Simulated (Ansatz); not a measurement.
Input of an Ansatz 0.2.0 run:

File input.yaml:

```yaml
crystal:
  lattice:
    - [3.6068742112, 0.0, 0.0]
    - [-1.8034371056, 3.1236446952, 0.0]
    - [0.0, 0.0, 9.871749]
  atoms:
    - { symbol: Lu, position: [0.671287, 0.324129, 0.83465] }
    - { symbol: Lu, position: [0.335877, 0.65179, 0.329455] }
    - { symbol: Br, position: [0.652094, 0.334976, 0.547543] }
    - { symbol: Br, position: [0.329645, 0.648715, 0.046294] }
hamiltonian:
  xc: pbe
  pseudopotentials: { kind: paw }
kpoints:
  mp_grid: { grid: [9, 9, 3] }
scf:
  occupations: { method: fermi_dirac, width: 0.05 }
output:
  forces: true
  stress: true
  eigenvalues: true
```

Potentials or basis: Ansatz PAW.

Run with:

```sh
$ ansatz run input.yaml --threads 2 --pin off --max-ram 5120MiB --backend cpu --events-out ev --progress --plain --runs-dir out
```

Question: What does it give for the largest force?

Answer: 0.308 eV/Å.

Question: Estimate the pressure.

Answer: 0.2 GPa.

Question: Estimate the band gap on the k mesh.

Answer: None (metal or under the smearing width).

Stress tensor (GPa, compression positive):
```
 0.00 -0.03  0.26
-0.03 -0.08 -0.05
 0.26 -0.05  0.56
```

Spin-orbit coupling is left out, which matters for the levels of Lu.
